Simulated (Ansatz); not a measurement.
# CH4AlCl2N: basis-set convergence

How large a basis does CH4AlCl2N need? Two functionals are run in growing sets.

Computed with Ansatz 0.2.0, Gaussian basis. Level: one geometry, several basis sets.

The runs, in order: PBE0-D4/def2-SVP; ωB97M-V/def2-SVP; PBE0-D4/def2-QZVPP; ωB97M-V/def2-QZVPP; the functionals' def2-TZVPP values are taken from earlier runs.

### 1 The relaxed structure

The geometry comes from an earlier relaxation with PBE0-D4/def2-TZVP; it is a stationary point, not always the lowest conformer.

SMILES `C[NH][Al]([Cl])[Cl]`, 9 atoms, charge 0, spin multiplicity 1.

Atoms are counted from 1 here; the program's logs count them from 0.

Bond lengths: C1–N2 1.449 Å, C1–H6 1.092 Å, C1–H7 1.095 Å, C1–H8 1.095 Å, N2–Al3 1.748 Å, N2–H9 1.009 Å, Al3–Cl4 2.084 Å, Al3–Cl5 2.083 Å. Angles: N2–C1–H6 109.9°, N2–C1–H7 112.0°, N2–C1–H8 112.0°, H6–C1–H7 107.4°, H6–C1–H8 107.4°, H7–C1–H8 108.0°, C1–N2–Al3 128.6°, C1–N2–H9 112.6°, Al3–N2–H9 118.8°, N2–Al3–Cl4 120.0°, N2–Al3–Cl5 119.8°, Cl4–Al3–Cl5 120.2°.

Coordinates:

```mol
CH4AlCl2N
  3D, bonds by distance, orders not assigned

  9  8  0  0  0  0  0  0  0  0999 V2000
   -0.5512   -0.6013    1.0539 C   0  0
    0.3160    0.3306    0.3611 N   0  0
    0.5322    0.5459   -1.3605 Al  0  0
   -0.5442   -0.6309   -2.7016 Cl  0  0
    1.8678    1.9806   -2.0657 Cl  0  0
   -1.0992   -1.2077    0.3303 H   0  0
   -1.2914   -0.0877    1.6771 H   0  0
    0.0129   -1.2876    1.6949 H   0  0
    0.8456    0.9117    0.9935 H   0  0
  1  2  8  0
  2  3  8  0
  3  4  8  0
  3  5  8  0
  1  6  8  0
  1  7  8  0
  1  8  8  0
  2  9  8  0
M  END
```

### 2 PBE0-D4 in def2-SVP

in.yaml

```yaml
crystal:
  periodic: [false, false, false]
  atoms:
    - {symbol: C, position_ang: [-0.551199, -0.601323, 1.053946]}
    - {symbol: N, position_ang: [0.315977, 0.330627, 0.361106]}
    - {symbol: Al, position_ang: [0.532208, 0.545909, -1.360516]}
    - {symbol: Cl, position_ang: [-0.544187, -0.630925, -2.701582]}
    - {symbol: Cl, position_ang: [1.867763, 1.980649, -2.065746]}
    - {symbol: H, position_ang: [-1.099168, -1.207674, 0.330256]}
    - {symbol: H, position_ang: [-1.291390, -0.087738, 1.677117]}
    - {symbol: H, position_ang: [0.012852, -1.287637, 1.694859]}
    - {symbol: H, position_ang: [0.845645, 0.911714, 0.993459]}
basis:
  gaussian: {orbitals: def2-SVP}
hamiltonian: {xc: pbe0, dispersion: d4}
output: {orbitals: {seedname: orbitals}}
```

Launch:

```bash
ansatz run in.yaml --threads 4 --pin off --events-out ev --progress --plain --max-ram 10444MiB
```

Further steps of the session: ωB97M-V in def2-SVP; PBE0-D4 in def2-QZVPP; ωB97M-V in def2-QZVPP.

**Question.** What will the summary of the whole plan be? Wanted: PBE0-D4: double and triple zeta above quadruple; ωB97M-V: double and triple zeta above quadruple.

As calculated:

| quantity | value |
| --- | --- |
| PBE0-D4: double and triple zeta above quadruple | 15.04, 1.10 eV |
| ωB97M-V: double and triple zeta above quadruple | 15.01, 1.05 eV |

In words: PBE0-D4 gains 13.94 eV from double to triple zeta, then 1.10 eV more. Total energies overstate the basis error of differences, where much of it tends to cancel. The LUMO of ωB97M-V is positive and keeps falling with the basis (1.38 to 0.73 eV): an unbound level that the basis holds in place.
